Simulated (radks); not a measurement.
# Exchange and kinetic functionals tested on atomic densities: Pb²⁺, Yb⁺, Fe³⁺, Mg²⁺, Kr³⁺, Pd

An exercise on one series of results from a longer session: the logs are not shown, and one member is left open.

Program: radks (a radial shooting solver on a logarithmic mesh, Libxc functionals) version 1. Level of theory: non-relativistic Kohn-Sham, PBE, spin-polarised, spherical densities, point nucleus; open shells are filled with parallel spins first. These are calculated values, not measurements, unless marked.

## The atom as given

| Item | Value |
| --- | --- |
| species | Pb²⁺ ([Hg]), Yb⁺ ([Xe] 4f14 6s1), Fe³⁺ ([Ar] 3d5), Mg²⁺ ([Ne]), Kr³⁺ ([Ar] 3d10 4s2 4p3), Pd ([Kr] 4d10) |

Set-up of the first run:

The run's settings:

```text
Z 82
configuration [Hg]
relativity non-relativistic
functional pbe,pbe
spin polarised
nucleus point
```

On the command line:

```
$ python run_ks.py task.json out
```

This one command runs every case of the session in turn.

Among the steps run: Pb²⁺, [Hg].

One table of the session follows, with a row left open; its other results are not shown here.

It belongs to the step «Pb²⁺, [Hg]». Radial moments (bohr):

```
level     <r>  outermost maximum (interpolated)  90 % within  nodes
   4s  0.4267                             0.402        0.609      3
   4p  0.4294                             0.401        0.620      2
   4d  0.4337                             0.392        0.644      1
   4f  0.4441                             0.345        0.701      0
   5s  0.9493                             0.875         1.35      4
   5p   1.019                             0.920         1.47      3
   5d   1.269                              1.06         1.91      2
   6s       ?                                 ?            ?      ?
```

Estimate the missing values for 6s.

The run gave: <r>: 2.425; outermost maximum (interpolated): 2.15; 90 % within: 3.49; nodes: 5. In the column «<r>» it is the highest.
